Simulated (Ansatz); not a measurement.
# C2H7NOSi: the cost of one run

All numbers below are computed with Ansatz 0.2.0 (RKS PBE/6-31G*).

### Step 1. Starting point

Bond lengths: N1–C2 1.410 Å, C2–Si3 1.887 Å, C2–C4 1.471 Å, C2–O5 1.443 Å, C4–O5 1.448 Å, N1–H6 1.067 Å, N1–H7 1.034 Å, Si3–H8 1.504 Å, Si3–H9 1.555 Å, Si3–H10 1.473 Å, C4–H11 1.169 Å, C4–H12 1.055 Å. Angles (14 of 22 angles, heavy atoms first): N1–C2–Si3 117.5°, N1–C2–C4 122.8°, N1–C2–O5 114.8°, Si3–C2–C4 113.8°, Si3–C2–O5 115.0°, C4–C2–O5 59.6°, C2–C4–O5 59.2°, C2–O5–C4 61.2°, C2–N1–H6 112.3°, C2–N1–H7 110.5°, C2–Si3–H8 113.4°, C2–Si3–H9 110.6°, C2–Si3–H10 112.1°, C2–C4–H11 116.6°.

As a file:

```xyz
12

N    -1.0444    1.2236    0.3081
C    -0.3063    0.0712   -0.0332
Si    1.5683    0.2444   -0.1669
C    -0.7555   -1.2902    0.2985
O    -0.9154   -0.7624   -1.0408
H    -0.9243    2.0084   -0.4054
H    -2.0574    1.0502    0.1982
H     2.2556   -1.0234   -0.5922
H     2.1826    0.6206    1.2112
H     1.9616    1.3072   -1.1076
H    -1.7563   -1.3807    0.8957
H    -0.1315   -2.1241    0.4684
```

### Step 2. Relaxing end A

input.yaml reads:

```yaml
crystal:
  periodic: [false, false, false]
  atoms:
    - { symbol: "N", position_ang: [-1.0444, 1.2236, 0.3081] }
    - { symbol: C, position_ang: [-0.3063, 0.0712, -0.0332] }
    - { symbol: Si, position_ang: [1.5683, 0.2444, -0.1669] }
    - { symbol: C, position_ang: [-0.7555, -1.2902, 0.2985] }
    - { symbol: O, position_ang: [-0.9154, -0.7624, -1.0408] }
    - { symbol: H, position_ang: [-0.9243, 2.0084, -0.4054] }
    - { symbol: H, position_ang: [-2.0574, 1.0502, 0.1982] }
    - { symbol: H, position_ang: [2.2556, -1.0234, -0.5922] }
    - { symbol: H, position_ang: [2.1826, 0.6206, 1.2112] }
    - { symbol: H, position_ang: [1.9616, 1.3072, -1.1076] }
    - { symbol: H, position_ang: [-1.7563, -1.3807, 0.8957] }
    - { symbol: H, position_ang: [-0.1315, -2.1241, 0.4684] }
basis:
  gaussian: { orbitals: "6-31G*" }
hamiltonian:
  xc: pbe
relax:
  f_tol: 0.015
  max_steps: 40
```

Launch:

```
> ansatz run input.yaml --threads 2 --pin off --max-ram 3072MiB --backend cpu --events-out ev --progress --plain --runs-dir out
```

Q: Estimate wall time and peak memory on 2 threads of Arm Neoverse N1, shared host.

About 36 s, with a peak of 0.19 GiB.
